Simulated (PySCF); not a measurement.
**Ir: excitation energy in ANO-RCC-VTZP**

Each state of iridium is computed at each level; their differences give the excitation energy. How far do the methods differ?

The numbers are computed with PySCF 2.14.0 (unrestricted determinants in a Gaussian basis, no spin-orbit coupling in the energies), except any that are marked as measured or tabulated.

## (1) Starting point

| Property | Result |
| --- | --- |
| Element | iridium (Z = 77) |
| Basis | ANO-RCC-VTZP (8s7p5d3f1g, 84 functions) |
| Hamiltonian | scalar relativity by spin-free X2C-1e |
| State 1 | Ir: [Xe] 4f14 5d7 6s1 6p1, one real determinant (an excited configuration) |
| Needed too, but not shown | Ir [Xe] 4f14 5d7 6s2 (4F) |
| Methods | UHF, LDA, PBE, PBE0, r2SCAN, MP2 |
| Core shells frozen in the correlated runs | valence: [Xe] 4f14; valence and next inner shell: [Kr] 4d10 4f14 (for Ir) |

The outer shells:

Ir [Xe] 4f14 5d7 6s1 6p1
```
[Xe] core
4f [↑↓][↑↓][↑↓][↑↓][↑↓][↑↓][↑↓]
5d [↑↓][↑↓][↑ ][↑ ][↑ ]
6s [↑ ]
6p [↑ ][  ][  ]
```

One driver process ran all states and methods and kept the integrals in memory. Each run is shown as a PySCF script that sums up its settings (the driver passes frozen orbitals as a list and adds second-order terms of double hybrids); the logs are those of the runs themselves. The driver starts from symmetry-adapted Hartree-Fock orbitals, holds the occupation by maximum overlap and uses a logarithmic radial grid for functionals, so a plain start would take other cycles.

The integrals over 84 functions and the set-up took 42 s of CPU time.

## (2) Ir [Xe] 4f14 5d7 6s1 6p1, method by method

Level: UHF.

The input, input.py:

```python
from pyscf import gto, scf, dft, mp, cc
import basis_set_exchange as bse
mol = gto.M(atom="Ir 0 0 0", charge=0, spin=5, symmetry="D2h",
            basis=gto.basis.parse(bse.get_basis("ANO-RCC-VTZP", elements=["Ir"], fmt="nwchem")),
            nucmod="G")
mf = scf.UHF(mol).sfx2c1e()
mf.irrep_nelec = {'Ag': (12, 10), 'B1g': (3, 3), 'B2g': (3, 2), 'B3g': (3, 2), 'Au': (1, 1), 'B1u': (6, 6), 'B2u': (7, 6), 'B3u': (6, 6)}
mf.kernel()
```

Output:

```text
damping factor = 0
level_shift factor = 0
DIIS = <class 'pyscf.scf.diis.CDIIS'>
diis_start_cycle = 1
diis_space = 10
diis_damp = 0
SCF conv_tol = 1e-09
SCF conv_tol_grad = None
number electrons alpha = 41  beta = 36
cycle= 1 E= -17823.22910235  delta_E= -0.00878  |g|= 0.0349  |ddm|= 0.0803
cycle= 2 E= -17823.2298530341  delta_E= -0.000751  |g|= 0.0117  |ddm|= 0.0324
cycle= 3 E= -17823.2301539574  delta_E= -0.000301  |g|= 0.00733  |ddm|= 0.0275
cycle= 4 E= -17823.2302920194  delta_E= -0.000138  |g|= 0.00621  |ddm|= 0.0166
cycle= 5 E= -17823.2305299884  delta_E= -0.000238  |g|= 0.00397  |ddm|= 0.039
cycle= 6 E= -17823.2306657698  delta_E= -0.000136  |g|= 0.00239  |ddm|= 0.0377
cycle= 7 E= -17823.2307094811  delta_E= -4.37e-05  |g|= 0.00176  |ddm|= 0.0192
cycle= 8 E= -17823.2307470085  delta_E= -3.75e-05  |g|= 0.000742  |ddm|= 0.0262
cycle= 9 E= -17823.2307528749  delta_E= -5.87e-06  |g|= 0.000148  |ddm|= 0.0129
cycle= 10 E= -17823.2307529785  delta_E= -1.04e-07  |g|= 2.47e-05  |ddm|= 0.00189
cycle= 11 E= -17823.2307529794  delta_E= -9.17e-10  |g|= 4.45e-06  |ddm|= 0.000166
converged SCF energy = -17823.2307529794  <S^2> = 8.755534  2S+1 = 6.0018444
```

It used 1.7 s of CPU time after the integrals (shared host).

The occupied shells:

| shell | electrons | mean orbital energy (eV) | spread (eV) | rms radius (bohr) |
| --- | --- | --- | --- | --- |
| 1s α | 1 | -76512.6 | 0 | 0.0197 |
| 1s β | 1 | -76512.5 | 0 | 0.0197 |
| 2s α | 1 | -13533.0 | 0 | 0.0795 |
| 2s β | 1 | -13532.7 | 0 | 0.0795 |
| 2p α | 3 | -11799.6 | 0.051 | 0.0727 |
| 2p β | 3 | -11799.2 | 0.035 | 0.0727 |
| 3s α | 1 | -3232.1 | 0 | 0.203 |
| 3s β | 1 | -3231.9 | 0 | 0.203 |
| 3p α | 3 | -2714.2 | 0.074 | 0.205 |
| 3p β | 3 | -2714.1 | 0.058 | 0.205 |
| 3d α | 5 | -2120.5 | 0.136 | 0.188 |
| 3d β | 5 | -2120.2 | 0.348 | 0.188 |
| 4s α | 1 | -725.57 | 0 | 0.450 |
| 4s β | 1 | -725.03 | 0 | 0.450 |
| 4p α | 3 | -551.98 | 0.157 | 0.479 |
| 4p β | 3 | -551.49 | 0.103 | 0.479 |
| 4d α | 5 | -330.36 | 0.366 | 0.514 |
| 4d β | 5 | -329.67 | 0.757 | 0.514 |
| 5s α | 1 | -118.36 | 0 | 1.05 |
| 5s β | 1 | -114.26 | 0 | 1.05 |
| 4f α | 7 | -83.681 | 0.423 | 0.586 |
| 4f β | 7 | -83.210 | 0.171 | 0.586 |
| 5p α | 3 | -71.194 | 0.390 | 1.21 |
| 5p β | 3 | -65.513 | 0.652 | 1.21 |
| 5d α | 5 | -14.973 | 1.151 | 1.82 |
| 5d β | 2 | -12.160 | 0.282 | 1.82 |
| 6s α | 1 | -11.017 | 0 | 3.12 |
| 6p α | 1 | -4.883 | 0 | 3.76 |

⟨S²⟩ = 8.756, ⟨L²⟩ = 13.89.

Spin-orbit constants on these orbitals (cm⁻¹; bare nucleus, screened nucleus, mean field): 5d 4585, 3989, n/a; 6p 5102, 4970, n/a. To first order in LS coupling the lowest level has J = 13/2 and lies 0.434 eV below the centre of the term.

⟨L²⟩ = 13.89 against 20 for a pure G term, so this real determinant mixes terms. Spin-orbit coupling, absent here, splits the open shell strongly.

Level: LDA.

Changes to input.py:

```diff
@@ -5,3 +5,3 @@
             nucmod="G")
-mf = scf.UHF(mol).sfx2c1e()
+mf = dft.UKS(mol, xc="LDA,VWN").sfx2c1e()
 mf.irrep_nelec = {'Ag': (12, 10), 'B1g': (3, 3), 'B2g': (3, 2), 'B3g': (3, 2), 'Au': (1, 1), 'B1u': (6, 6), 'B2u': (7, 6), 'B3u': (6, 6)}
```

Output:

```text
damping factor = 0
level_shift factor = 0
DIIS = <class 'pyscf.scf.diis.CDIIS'>
diis_start_cycle = 1
diis_space = 10
diis_damp = 0
SCF conv_tol = 1e-09
SCF conv_tol_grad = None
number electrons alpha = 41  beta = 36
XC functionals = LDA,VWN
    P. A. M. Dirac.,  Math. Proc. Cambridge Philos. Soc. 26, 376 (1930)
    F. Bloch.,  Z. Phys. 57, 545 (1929)
    S. H. Vosko, L. Wilk, and M. Nusair.,  Can. J. Phys. 58, 1200 (1980)
cycle= 1 E= -17817.5804175712  delta_E= -0.0226  |g|= 0.352  |ddm|= 0.507
cycle= 2 E= -17817.5698748895  delta_E= 0.0105  |g|= 0.429  |ddm|= 0.424
cycle= 3 E= -17817.5921588212  delta_E= -0.0223  |g|= 0.0359  |ddm|= 0.272
cycle= 4 E= -17817.5924974455  delta_E= -0.000339  |g|= 0.00743  |ddm|= 0.036
cycle= 5 E= -17817.5925158793  delta_E= -1.84e-05  |g|= 0.0021  |ddm|= 0.025
cycle= 6 E= -17817.5925183307  delta_E= -2.45e-06  |g|= 0.00105  |ddm|= 0.0127
cycle= 7 E= -17817.5925186977  delta_E= -3.67e-07  |g|= 0.000263  |ddm|= 0.00186
cycle= 8 E= -17817.5925187207  delta_E= -2.3e-08  |g|= 3.71e-05  |ddm|= 0.000503
cycle= 9 E= -17817.5925187212  delta_E= -4.69e-10  |g|= 5.82e-06  |ddm|= 7.28e-05
converged SCF energy = -17817.5925187212  <S^2> = 8.7506113  2S+1 = 6.0002038
```

CPU time 4.2 s on a shared host, the integrals not counted.

Level: PBE.

Changes to input.py:

```diff
@@ -5,3 +5,3 @@
             nucmod="G")
-mf = dft.UKS(mol, xc="LDA,VWN").sfx2c1e()
+mf = dft.UKS(mol, xc="PBE").sfx2c1e()
 mf.irrep_nelec = {'Ag': (12, 10), 'B1g': (3, 3), 'B2g': (3, 2), 'B3g': (3, 2), 'Au': (1, 1), 'B1u': (6, 6), 'B2u': (7, 6), 'B3u': (6, 6)}
```

Output:

```text
damping factor = 0
level_shift factor = 0
DIIS = <class 'pyscf.scf.diis.CDIIS'>
diis_start_cycle = 1
diis_space = 10
diis_damp = 0
SCF conv_tol = 1e-09
SCF conv_tol_grad = None
number electrons alpha = 41  beta = 36
XC functionals = PBE
    J. P. Perdew, K. Burke, and M. Ernzerhof.,  Phys. Rev. Lett. 77, 3865 (1996)
    J. P. Perdew, K. Burke, and M. Ernzerhof.,  Phys. Rev. Lett. 78, 1396 (1997)
    J. P. Perdew, K. Burke, and M. Ernzerhof.,  Phys. Rev. Lett. 77, 3865 (1996)
    J. P. Perdew, K. Burke, and M. Ernzerhof.,  Phys. Rev. Lett. 78, 1396 (1997)
cycle= 1 E= -17828.8032193953  delta_E= -0.0197  |g|= 0.327  |ddm|= 0.354
cycle= 2 E= -17828.7945968491  delta_E= 0.00862  |g|= 0.401  |ddm|= 0.178
cycle= 3 E= -17828.813023132  delta_E= -0.0184  |g|= 0.0323  |ddm|= 0.125
cycle= 4 E= -17828.8133162215  delta_E= -0.000293  |g|= 0.00429  |ddm|= 0.0325
cycle= 5 E= -17828.8133228704  delta_E= -6.65e-06  |g|= 0.000797  |ddm|= 0.00364
cycle= 6 E= -17828.8133234016  delta_E= -5.31e-07  |g|= 0.000508  |ddm|= 0.00444
cycle= 7 E= -17828.8133234756  delta_E= -7.4e-08  |g|= 8.88e-05  |ddm|= 0.000449
cycle= 8 E= -17828.8133234779  delta_E= -2.28e-09  |g|= 4.15e-05  |ddm|= 8.98e-05
cycle= 9 E= -17828.8133234785  delta_E= -5.86e-10  |g|= 2.26e-06  |ddm|= 5.13e-05
converged SCF energy = -17828.8133234785  <S^2> = 8.7510832  2S+1 = 6.0003611
```

It used 8 s of CPU time after the integrals (shared host).

Level: PBE0.

Changes to input.py:

```diff
@@ -5,3 +5,3 @@
             nucmod="G")
-mf = dft.UKS(mol, xc="PBE").sfx2c1e()
+mf = dft.UKS(mol, xc="PBE0").sfx2c1e()
 mf.irrep_nelec = {'Ag': (12, 10), 'B1g': (3, 3), 'B2g': (3, 2), 'B3g': (3, 2), 'Au': (1, 1), 'B1u': (6, 6), 'B2u': (7, 6), 'B3u': (6, 6)}
```

Output:

```text
damping factor = 0
level_shift factor = 0
DIIS = <class 'pyscf.scf.diis.CDIIS'>
diis_start_cycle = 1
diis_space = 10
diis_damp = 0
SCF conv_tol = 1e-09
SCF conv_tol_grad = None
number electrons alpha = 41  beta = 36
XC functionals = PBE0
    C. Adamo and V. Barone.,  J. Chem. Phys. 110, 6158 (1999)
    M. Ernzerhof and G. E. Scuseria.,  J. Chem. Phys. 110, 5029 (1999)
cycle= 1 E= -17828.5591250767  delta_E= -0.0143  |g|= 0.194  |ddm|= 0.151
cycle= 2 E= -17828.5586323662  delta_E= 0.000493  |g|= 0.197  |ddm|= 0.0793
cycle= 3 E= -17828.5626854926  delta_E= -0.00405  |g|= 0.0164  |ddm|= 0.0508
cycle= 4 E= -17828.5628422415  delta_E= -0.000157  |g|= 0.00458  |ddm|= 0.0224
cycle= 5 E= -17828.5629790574  delta_E= -0.000137  |g|= 0.0028  |ddm|= 0.0402
cycle= 6 E= -17828.5630529819  delta_E= -7.39e-05  |g|= 0.0012  |ddm|= 0.0484
cycle= 7 E= -17828.5630589738  delta_E= -5.99e-06  |g|= 0.000664  |ddm|= 0.00811
cycle= 8 E= -17828.5630625715  delta_E= -3.6e-06  |g|= 0.000217  |ddm|= 0.011
cycle= 9 E= -17828.5630628909  delta_E= -3.19e-07  |g|= 3.4e-05  |ddm|= 0.00414
cycle= 10 E= -17828.5630628967  delta_E= -5.79e-09  |g|= 6.34e-06  |ddm|= 0.00061
cycle= 11 E= -17828.5630628969  delta_E= -1.56e-10  |g|= 4.28e-07  |ddm|= 8.3e-05
converged SCF energy = -17828.5630628969  <S^2> = 8.7516487  2S+1 = 6.0005495
```

CPU time 11 s on a shared host, the integrals not counted.

Level: r2SCAN.

Changes to input.py:

```diff
@@ -5,3 +5,3 @@
             nucmod="G")
-mf = dft.UKS(mol, xc="PBE0").sfx2c1e()
+mf = dft.UKS(mol, xc="R2SCAN").sfx2c1e()
 mf.irrep_nelec = {'Ag': (12, 10), 'B1g': (3, 3), 'B2g': (3, 2), 'B3g': (3, 2), 'Au': (1, 1), 'B1u': (6, 6), 'B2u': (7, 6), 'B3u': (6, 6)}
```

Output:

```text
damping factor = 0
level_shift factor = 0
DIIS = <class 'pyscf.scf.diis.CDIIS'>
diis_start_cycle = 1
diis_space = 10
diis_damp = 0
SCF conv_tol = 1e-09
SCF conv_tol_grad = None
number electrons alpha = 41  beta = 36
XC functionals = R2SCAN
    J. W. Furness, A. D. Kaplan, J. Ning, J. P. Perdew, and J. Sun.,  J. Phys. Chem. Lett. 11, 8208-8215 (2020)
    J. W. Furness, A. D. Kaplan, J. Ning, J. P. Perdew, and J. Sun.,  J. Phys. Chem. Lett. 11, 9248-9248 (2020)
    J. W. Furness, A. D. Kaplan, J. Ning, J. P. Perdew, and J. Sun.,  J. Phys. Chem. Lett. 11, 8208-8215 (2020)
    J. W. Furness, A. D. Kaplan, J. Ning, J. P. Perdew, and J. Sun.,  J. Phys. Chem. Lett. 11, 9248-9248 (2020)
cycle= 1 E= -17828.850337057  delta_E= -0.0205  |g|= 0.259  |ddm|= 0.233
cycle= 2 E= -17828.8472653077  delta_E= 0.00307  |g|= 0.29  |ddm|= 0.0992
cycle= 3 E= -17828.8559867628  delta_E= -0.00872  |g|= 0.0262  |ddm|= 0.0767
cycle= 4 E= -17828.8561750718  delta_E= -0.000188  |g|= 0.00286  |ddm|= 0.0185
cycle= 5 E= -17828.8561827192  delta_E= -7.65e-06  |g|= 0.000955  |ddm|= 0.00971
cycle= 6 E= -17828.8561837587  delta_E= -1.04e-06  |g|= 0.000208  |ddm|= 0.00484
cycle= 7 E= -17828.8561838196  delta_E= -6.08e-08  |g|= 0.000114  |ddm|= 0.000934
cycle= 8 E= -17828.856183838  delta_E= -1.85e-08  |g|= 1.78e-05  |ddm|= 0.000706
cycle= 9 E= -17828.8561838387  delta_E= -6.84e-10  |g|= 6.94e-06  |ddm|= 0.000115
converged SCF energy = -17828.8561838387  <S^2> = 8.7529003  2S+1 = 6.0009667
```

It used 16 s of CPU time after the integrals (shared host).

Level: MP2 (valence).

Changes to input.py:

```diff
@@ -5,4 +5,5 @@
             nucmod="G")
-mf = dft.UKS(mol, xc="R2SCAN").sfx2c1e()
+mf = scf.UHF(mol).sfx2c1e()
 mf.irrep_nelec = {'Ag': (12, 10), 'B1g': (3, 3), 'B2g': (3, 2), 'B3g': (3, 2), 'Au': (1, 1), 'B1u': (6, 6), 'B2u': (7, 6), 'B3u': (6, 6)}
 mf.kernel()
+mp.UMP2(mf, frozen=34).kernel()
```

No log was kept for this step.

It used 0.49 s of CPU time after the integrals (shared host).

With 9 electrons correlated, the MP2 correlation energy is -0.18109 hartree (-0.08309 same spin, -0.09801 opposite spin); the SCS form gives -0.14530. Largest pairs of shells: 5d-5d -0.1351, 5d-6s -0.0283, 5d-6p -0.0161, 6s-6p -0.0016, 6s-6s 0.0000.

Level: MP2 (valence and next inner shell).

Changes to input.py:

```diff
@@ -8,2 +8,2 @@
 mf.kernel()
-mp.UMP2(mf, frozen=34).kernel()
+mp.UMP2(mf, frozen=30).kernel()
```

This step left no log, only its results.

It used 0.65 s of CPU time after the integrals (shared host).

With 17 electrons correlated, the MP2 correlation energy is -0.42586 hartree (-0.15364 same spin, -0.27221 opposite spin); the SCS form gives -0.37787. Largest pairs of shells: 5p-5d -0.1387, 5d-5d -0.1351, 5p-5p -0.0507, 5d-6s -0.0283, 5s-5p -0.0208.

Radial density 4πr²ρ of Ir at UHF, without picture-change correction:

| r (bohr) | density | spin density |
| --- | --- | --- |
| 0.000299 | 3.02 | 0.000 |
| 0.000503 | 6.29 | 0.000 |
| 0.000847 | 12.6 | 0.001 |
| 0.00142 | 24.2 | 0.001 |
| 0.00240 | 43.8 | 0.002 |
| 0.00403 | 71.6 | 0.003 |
| 0.00678 | 100.0 | 0.004 |
| 0.0114 | 109 | 0.002 |
| 0.0192 | 95.0 | 0.000 |
| 0.0322 | 109 | 0.009 |
| 0.0542 | 143 | 0.061 |
| 0.0912 | 111 | 0.179 |
| 0.153 | 132 | 0.090 |
| 0.258 | 71.7 | 0.087 |
| 0.434 | 81.5 | 0.258 |
| 0.730 | 27.9 | 0.394 |
| 1.23 | 13.7 | 2.178 |
| 2.07 | 3.63 | 1.654 |
| 3.48 | 0.910 | 0.755 |
| 5.85 | 0.0791 | 0.076 |
| 9.83 | 0.000234 | 0.000 |

## (3) The energy differences

Excitation energy: Ir [Xe] 4f14 5d7 6s2 (4F) → Ir [Xe] 4f14 5d7 6s1 6p1 (high-spin determinant).

| method | value (eV) |
| --- | --- |
| UHF | 2.449 |
| LDA | 4.419 |
| PBE | 4.150 |
| PBE0 | 3.815 |
| r2SCAN | 3.803 |
| MP2 (valence) | 3.768 |
| SCS-MP2 (valence) | 4.036 |
| MP2 (valence and next inner shell) | 3.939 |
| SCS-MP2 (valence and next inner shell) | 4.111 |

A first-order spin-orbit estimate (lowest level to lowest level, LS coupling) adds 0.314 eV. The determinant of Ir mixes LS terms, which raises its energy at the Hartree-Fock and MP2 levels.

The differences also use runs on Ir [Xe] 4f14 5d7 6s2 (4F), which are not shown here.

## (4) Outcome

| quantity | value |
| --- | --- |
| excitation energy, Ir → [Xe] 4f14 5d7 6s1 6p1 | UHF 2.449, MP2 (valence and next inner shell) 3.939 eV |

The methods span 1.970 eV, from UHF (2.449) to LDA (4.419). No reference value is at hand in this session. All values hold for this basis alone; no basis-set limit was taken.
